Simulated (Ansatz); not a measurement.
**C₂H₂AlFO: how energies converge with the basis set**

Aim: see how fast density functionals converge with the basis set for C₂H₂AlFO.

The runs use Ansatz 0.2.0, Gaussian basis; one geometry, several basis sets.

The runs, in order: PBE0-D4/def2-SVP; ωB97M-V/def2-SVP; PBE0-D4/def2-QZVPP; ωB97M-V/def2-QZVPP; the functionals' def2-TZVPP values are taken from earlier runs.

### Step 1. The geometry

All runs share one geometry, relaxed beforehand with PBE0-D4 in a triple-zeta def2 set.

SMILES `[OH][Al]1[CH]=[C]1F`, 7 atoms, charge 0, spin multiplicity 1.

Atoms are counted from 1 here; the program's logs count them from 0.

Bond lengths: O1–Al2 1.677 Å, O1–H6 0.955 Å, Al2–C3 1.855 Å, Al2–C4 1.849 Å, C3–C4 1.363 Å, C3–H7 1.087 Å, C4–F5 1.330 Å. Angles: Al2–O1–H6 127.0°, O1–Al2–C3 155.7°, O1–Al2–C4 161.2°, C3–Al2–C4 43.2°, Al2–C3–C4 68.2°, Al2–C3–H7 163.5°, C4–C3–H7 128.3°, Al2–C4–C3 68.6°, Al2–C4–F5 164.9°, C3–C4–F5 126.5°.

### Step 2. PBE0-D4 in def2-SVP

The input, in.yaml:

```yaml
crystal:
  periodic: [false, false, false]
  atoms:
    - {symbol: O, position_ang: [-1.648670, 0.256299, 1.673761]}
    - {symbol: Al, position_ang: [-0.473248, 0.024069, 0.499868]}
    - {symbol: C, position_ang: [0.784112, -0.939307, -0.465521]}
    - {symbol: C, position_ang: [0.696158, 0.351425, -0.894851]}
    - {symbol: F, position_ang: [1.398344, 0.907634, -1.878278]}
    - {symbol: H, position_ang: [-2.123908, 1.063468, 1.858500]}
    - {symbol: H, position_ang: [1.428512, -1.731588, -0.839081]}
basis:
  gaussian: {orbitals: def2-SVP}
hamiltonian: {xc: pbe0, dispersion: d4}
output: {orbitals: {seedname: orbitals}}
```

Launch:

```bash
ansatz run in.yaml --threads 2 --pin off --events-out ev --progress --plain --max-ram 4352MiB
```

Standard output:

```text
Functional definition: PBE0
  name "PBE0"
  cite "Adamo & Barone, J. Chem. Phys. 110, 6158 (1999) doi:10.1063/1.478522"
  cite "Perdew, Burke & Ernzerhof, Phys. Rev. Lett. 77, 3865 (1996) doi:10.1103/PhysRevLett.77.3865"
  parent pbe
  parameter a = 0.25
  parameter kappa = 0.804
  parameter beta = 0.06672455060314922
  exchange = (1 - a)*pbe_x(kappa = kappa, mu = beta*pi^2/3) + a*exact_x
  correlation = pbe_c(beta = beta)
813 factors; integrals over basis functions are off by at most 1.1e-3 eV
mean field evaluation 1: about -13439.4010 eV, gradient 6.5e1 eV
mean field evaluation 2: about -13428.6666 eV, gradient 9.4e1 eV
mean field evaluation 4: about -13448.4969 eV, gradient 4.8e0 eV
mean field evaluation 8: about -13448.7294 eV, gradient 4.3e-1 eV
mean field evaluation 16: about -13448.7298 eV, gradient 5.9e-5 eV
mean field -13448.72980052 eV, -494.2317042927 hartree, gradient 5.8e-5 eV, S^2 0.000000; 0 other end points of the search recorded, 0 dependent functions left out
reference -13448.72982509 eV, -494.2317051956 hartree; 22, 22 occupied and 62, 62 virtual orbitals, 813 factors
Total energy: -13448.83311326 eV, -494.2355009659 hartree
```

Run time: 1.1 s. Hardware: 2 threads of Arm Neoverse V2, shared host.

### Step 3. ωB97M-V in def2-SVP

Changes to in.yaml since step 2:

```diff
@@ -12,3 +12,3 @@
   gaussian: {orbitals: def2-SVP}
-hamiltonian: {xc: pbe0, dispersion: d4}
+hamiltonian: {xc: {name: wB97M-V}}
 output: {orbitals: {seedname: orbitals}}
```

Launched as before.

Standard output, shortened:

```text
Functional definition: wB97M-V
  name "wB97M-V"
  cite "Mardirossian & Head-Gordon, J. Chem. Phys. 144, 214110 (2016) doi:10.1063/1.4952647"
  cite "Becke, J. Chem. Phys. 107, 8554 (1997) doi:10.1063/1.475007"
  cite "Vydrov & Van Voorhis, J. Chem. Phys. 133, 244103 (2010) doi:10.1063/1.3521275"
  # Of w^i u^j: cxij and so on, Table III.
[...]
  gx(w, u) = 1 - cx + cx01*u + cx10*w
  gss(w, u) = css00 + css04*u^4 + css10*w + css20*w^2 + css43*w^4*u^3
  gos(w, u) = cos00 + cos10*w + (cos20 + cos21*u)*w^2 + (cos60 + cos61*u)*w^6
[...]
      + integral(e_c_pw_mod_opposite_spin*gos(b97_w_opposite, b97_u_opposite)) + vv10(b, c)
930 factors; their error is unknown
210 factors; integrals over basis functions are off by at most 7.7e-6 eV
[...]
mean field -13456.68588185 eV, -494.5240848888 hartree, gradient 5.2e-5 eV, S^2 0.000000; 0 other end points of the search recorded, 0 dependent functions left out
reference -13456.68592299 eV, -494.5240864006 hartree; 22, 22 occupied and 62, 62 virtual orbitals, 930 factors
Total energy: -13456.68592299 eV, -494.5240864006 hartree
```

It took 4 s on 2 threads of Arm Neoverse V2, shared host.

### Step 4. PBE0-D4 in def2-QZVPP

Changes to in.yaml since step 3:

```diff
@@ -11,4 +11,4 @@
 basis:
-  gaussian: {orbitals: def2-SVP}
-hamiltonian: {xc: {name: wB97M-V}}
+  gaussian: {orbitals: "def2-QZVPP.json"}
+hamiltonian: {xc: pbe0, dispersion: d4}
 output: {orbitals: {seedname: orbitals}}
```

Launched as before.

Standard output:

```text
Functional definition: PBE0
  name "PBE0"
  cite "Adamo & Barone, J. Chem. Phys. 110, 6158 (1999) doi:10.1063/1.478522"
  cite "Perdew, Burke & Ernzerhof, Phys. Rev. Lett. 77, 3865 (1996) doi:10.1103/PhysRevLett.77.3865"
  parent pbe
  parameter a = 0.25
  parameter kappa = 0.804
  parameter beta = 0.06672455060314922
  exchange = (1 - a)*pbe_x(kappa = kappa, mu = beta*pi^2/3) + a*exact_x
  correlation = pbe_c(beta = beta)
1232 factors; their error is unknown
mean field evaluation 1: about -13447.6766 eV, gradient 7.9e1 eV
mean field evaluation 2: about -13430.1379 eV, gradient 1.2e2 eV
mean field evaluation 4: about -13459.8917 eV, gradient 6.4e0 eV
mean field evaluation 8: about -13459.9741 eV, gradient 1.6e-1 eV
mean field evaluation 16: about -13459.9829 eV, gradient 1.2e-4 eV
mean field -13459.98291975 eV, -494.6452487968 hartree, gradient 4.9e-5 eV, S^2 0.000000; 0 other end points of the search recorded, 0 dependent functions left out
reference -13459.98295554 eV, -494.6452501120 hartree; 22, 22 occupied and 336, 336 virtual orbitals, 1232 factors
Total energy: -13460.08624371 eV, -494.6490458823 hartree
```

It took 6 s on 2 threads of Arm Neoverse V2, shared host; peak memory 0.88 GiB.

### Step 5. ωB97M-V in def2-QZVPP

Changes to in.yaml since step 4:

```diff
@@ -12,3 +12,3 @@
   gaussian: {orbitals: "def2-QZVPP.json"}
-hamiltonian: {xc: pbe0, dispersion: d4}
+hamiltonian: {xc: {name: wB97M-V}}
 output: {orbitals: {seedname: orbitals}}
```

Same command.

Standard output, shortened:

```text
Functional definition: wB97M-V
  name "wB97M-V"
  cite "Mardirossian & Head-Gordon, J. Chem. Phys. 144, 214110 (2016) doi:10.1063/1.4952647"
  cite "Becke, J. Chem. Phys. 107, 8554 (1997) doi:10.1063/1.475007"
  cite "Vydrov & Van Voorhis, J. Chem. Phys. 133, 244103 (2010) doi:10.1063/1.3521275"
  # Of w^i u^j: cxij and so on, Table III.
[...]
  gx(w, u) = 1 - cx + cx01*u + cx10*w
  gss(w, u) = css00 + css04*u^4 + css10*w + css20*w^2 + css43*w^4*u^3
  gos(w, u) = cos00 + cos10*w + (cos20 + cos21*u)*w^2 + (cos60 + cos61*u)*w^6
[...]
      + integral(e_c_pw_mod_opposite_spin*gos(b97_w_opposite, b97_u_opposite)) + vv10(b, c)
1189 factors; their error is unknown
286 factors; integrals over basis functions are off by at most 1.0e-5 eV
[...]
mean field -13468.08827365 eV, -494.9431150584 hartree, gradient 6.2e-5 eV, S^2 0.000000; 0 other end points of the search recorded, 0 dependent functions left out
reference -13468.08833209 eV, -494.9431172063 hartree; 22, 22 occupied and 336, 336 virtual orbitals, 1189 factors
Total energy: -13468.08833209 eV, -494.9431172063 hartree
```

It took 15 s on 2 threads of Arm Neoverse V2, shared host; peak memory 1.1 GiB.

### Step 6. Functionals by basis

The def2-TZVPP values come from earlier runs at the same geometry.

| functional | basis | functions | energy (eV) | from the largest (eV) | HOMO (eV) | LUMO (eV) |
| --- | --- | --- | --- | --- | --- | --- |
| PBE0-D4 | def2-SVP | 84 | -13448.8331 | 11.253 | -7.23 | -0.93 |
| PBE0-D4 | def2-TZVPP | 194 | -13459.5057 | 0.581 | -7.36 | -1.09 |
| PBE0-D4 | def2-QZVPP | 358 | -13460.0862 | 0.000 | -7.39 | -1.25 |
| ωB97M-V | def2-SVP | 84 | -13456.6859 | 11.402 | -9.42 | 0.78 |
| ωB97M-V | def2-TZVPP | 194 | -13467.5337 | 0.555 | -9.58 | 0.54 |
| ωB97M-V | def2-QZVPP | 358 | -13468.0883 | 0.000 | -9.62 | 0.13 |

### Step 7. Results

| quantity | value |
| --- | --- |
| PBE0-D4: double and triple zeta above quadruple | 11.25, 0.58 eV |
| ωB97M-V: double and triple zeta above quadruple | 11.40, 0.55 eV |

In words: PBE0-D4 gains 10.67 eV from double to triple zeta, then 0.58 eV more. Total energies overstate the basis error of differences, where much of it tends to cancel. The LUMO of ωB97M-V is positive and keeps falling with the basis (0.78 to 0.13 eV): an unbound level that the basis holds in place.

For PBE0-D4 the largest set took about 6 times as long as the smallest (6 s against 1.1 s).
